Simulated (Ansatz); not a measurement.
# TiGe2W4: the cost of one run

Program: Ansatz 0.2.0. Level of theory: DFT PBE, scalar-relativistic, plane waves, PAW, unless a step names another level. These are calculated values, not measurements.

4 further runs of the same task are left out: 2 that didn't finish, 2 set aside as unsound or not needed.

## (1) Starting point

The structure is tetragonal, space group P4_2/mnm (No. 136). The conventional cell has a = 7.348 Å, b = 7.348 Å, c = 4.391 Å, α = 90.00°, β = 90.00°, γ = 90.00°. Ti (site symmetry mmm) is surrounded by 6 Ge at 2.98 to 3.19 Å and 4 W at 3.02 Å. Ge (site symmetry m2m) has 6 W at 2.57 to 2.65 Å as nearest neighbours. W (site symmetry m) has 3 Ge at 2.57 to 2.65 Å and 6 W at 2.58 to 2.88 Å as nearest neighbours.

As a file:

```cif
data_structure
_symmetry_space_group_name_H-M 'P 1'
_symmetry_Int_Tables_number 1
_cell_length_a 7.3476
_cell_length_b 7.3476
_cell_length_c 4.3915
_cell_angle_alpha 90.000
_cell_angle_beta 90.000
_cell_angle_gamma 90.000
_cell_volume 237.08
loop_
_atom_site_label
_atom_site_type_symbol
_atom_site_fract_x
_atom_site_fract_y
_atom_site_fract_z
_atom_site_occupancy
Ti1 Ti 0.00000 0.00000 0.00000 1
Ti2 Ti 0.50000 0.50000 0.50000 1
Ge1 Ge 0.30674 0.69326 0.00000 1
Ge2 Ge 0.69326 0.30674 0.00000 1
Ge3 Ge 0.80674 0.80674 0.50000 1
Ge4 Ge 0.19326 0.19326 0.50000 1
W1 W 0.11331 0.63883 0.50000 1
W2 W 0.36117 0.88669 0.50000 1
W3 W 0.88669 0.36117 0.50000 1
W4 W 0.63883 0.11331 0.50000 1
W5 W 0.13883 0.38669 0.00000 1
W6 W 0.86117 0.61331 0.00000 1
W7 W 0.38669 0.13883 0.00000 1
W8 W 0.61331 0.86117 0.00000 1
```

It came out lowest among 17 distinct ends of the trial cells. At a tolerance of 0.05 Å it has space group P4_2/mnm (No. 136).

## (2) Tight relaxation for the response runs, on the response runs' mesh and smearing

Contents of input.yaml:

```yaml
crystal:
  lattice:
    - [7.3476129167, 0.0, 0.0]
    - [0.0, 7.3476129167, 0.0]
    - [0.0, 0.0, 4.3914771223]
  atoms:
    - { symbol: Ti, position: [0.0, 0.0, 0.0] }
    - { symbol: Ti, position: [0.5, 0.5, 0.5] }
    - { symbol: Ge, position: [0.3067434219, 0.6932565781, 0.0] }
    - { symbol: Ge, position: [0.6932565781, 0.3067434219, 0.0] }
    - { symbol: Ge, position: [0.8067434219, 0.8067434219, 0.5] }
    - { symbol: Ge, position: [0.1932565781, 0.1932565781, 0.5] }
    - { symbol: W, position: [0.1133119772, 0.6388294762, 0.5] }
    - { symbol: W, position: [0.3611705238, 0.8866880228, 0.5] }
    - { symbol: W, position: [0.8866880228, 0.3611705238, 0.5] }
    - { symbol: W, position: [0.6388294762, 0.1133119772, 0.5] }
    - { symbol: W, position: [0.1388294762, 0.3866880228, 0.0] }
    - { symbol: W, position: [0.8611705238, 0.6133119772, 0.0] }
    - { symbol: W, position: [0.3866880228, 0.1388294762, 0.0] }
    - { symbol: W, position: [0.6133119772, 0.8611705238, 0.0] }
basis:
  ecutwfc: 420
kpoints:
  mp_grid: { grid: [4, 4, 8] }
hamiltonian:
  xc: pbe
scf:
  occupations: { method: gaussian, width: 0.1 }
output:
  forces: true
  stress: true
  eigenvalues: true
relax:
  adjacent_minimum: "off"
  f_tol: 0.001
  max_steps: 60
  cell: { stress_tol: 0.01 }
```

On the command line:

```
ansatz run input.yaml --threads 3 --pin off --max-ram 7680MiB --backend cpu --events-out ev --progress --plain --runs-dir out
```

**Question.** How long does this run take on 3 threads of Intel Xeon 6975P-C (Granite Rapids), shared host, and how much memory does it need?

About 50 s, with a peak of 1.2 GiB.
